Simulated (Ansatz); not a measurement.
# C4H8BF3S: the cost of one run

Method: DFT B3LYP+D3(BJ), Gaussian basis def2-TZVP, and further levels as typed in the inputs, in Ansatz 0.2.0.

## Step 1: The structure to begin with

Bond lengths (14 of 17 bonds, heavy atoms first): C1–C2 1.521 Å, C2–C3 1.519 Å, C3–S4 1.814 Å, C1–C5 1.519 Å, S4–C5 1.814 Å, S4–B14 2.050 Å, B14–F15 1.309 Å, B14–F16 1.309 Å, B14–F17 1.309 Å, C1–H6 1.095 Å, C1–H7 1.098 Å, C2–H8 1.098 Å, C2–H9 1.095 Å, C3–H10 1.093 Å. Angles (14 of 33 angles, heavy atoms first): C1–C2–C3 106.5°, C2–C1–C5 106.5°, C2–C3–S4 105.0°, C3–S4–C5 95.5°, C3–S4–B14 121.0°, C5–S4–B14 121.0°, C1–C5–S4 105.0°, S4–B14–F15 109.9°, S4–B14–F16 109.9°, S4–B14–F17 109.9°, F15–B14–F16 109.1°, F15–B14–F17 109.1°, F16–B14–F17 109.1°, C1–C2–H8 110.2°.

Structure file:

```xyz
17

C    -0.8602    0.5567   -0.1153
C     0.3605    0.5535    0.7918
C     1.4746   -0.1248    0.0131
S     0.6612   -1.4687   -0.8950
C    -1.0280   -0.8671   -0.6176
H    -1.7548    0.8936    0.4184
H    -0.7045    1.2433   -0.9572
H     0.1456   -0.0017    1.7138
H     0.6459    1.5696    1.0827
H     2.2580   -0.5105    0.6709
H     1.9266    0.5638   -0.7075
H    -1.5063   -1.4973    0.1386
H    -1.6184   -0.9102   -1.5367
B     1.1549   -3.4279   -0.5484
F     0.2875   -3.9676    0.2708
F     1.1506   -4.0945   -1.6755
F     2.3485   -3.4987   -0.0145
```

## Step 2: Relaxing the atoms: C4H8BF3S

The input, input.yaml:

```yaml
relax:
  f_tol: 0.001
  max_steps: 200
crystal:
  periodic: [false, false, false]
  atoms:
    - { symbol: C, position_ang: [-0.860249, 0.556711, -0.115271] }
    - { symbol: C, position_ang: [0.360461, 0.553461, 0.791839] }
    - { symbol: C, position_ang: [1.474591, -0.124849, 0.013079] }
    - { symbol: S, position_ang: [0.661191, -1.468669, -0.895041] }
    - { symbol: C, position_ang: [-1.027999, -0.867139, -0.617631] }
    - { symbol: H, position_ang: [-1.754829, 0.893621, 0.418379] }
    - { symbol: H, position_ang: [-0.704539, 1.243331, -0.957191] }
    - { symbol: H, position_ang: [0.145581, -0.001749, 1.713839] }
    - { symbol: H, position_ang: [0.645911, 1.569551, 1.082739] }
    - { symbol: H, position_ang: [2.257981, -0.510499, 0.670919] }
    - { symbol: H, position_ang: [1.926551, 0.563781, -0.707541] }
    - { symbol: H, position_ang: [-1.506269, -1.497329, 0.138619] }
    - { symbol: H, position_ang: [-1.618379, -0.910219, -1.536741] }
    - { symbol: B, position_ang: [1.154945, -3.427886, -0.548378] }
    - { symbol: F, position_ang: [0.287543, -3.967576, 0.270814] }
    - { symbol: F, position_ang: [1.150576, -4.094457, -1.675494] }
    - { symbol: F, position_ang: [2.348549, -3.498652, -0.014496] }
basis:
  gaussian: { orbitals: def2-TZVP }
hamiltonian:
  xc: { name: B3LYP }
  dispersion: d3bj
```

Run with:

```
$ ansatz run input.yaml --threads 4 --pin off --max-ram 12288MiB --backend cpu --events-out ev --progress --plain --runs-dir out
```

Q: Estimate wall time and peak memory on 4 threads of Intel Xeon 6975P-C (Granite Rapids), shared host.

About 2.2 min, with a peak of 1.6 GiB.
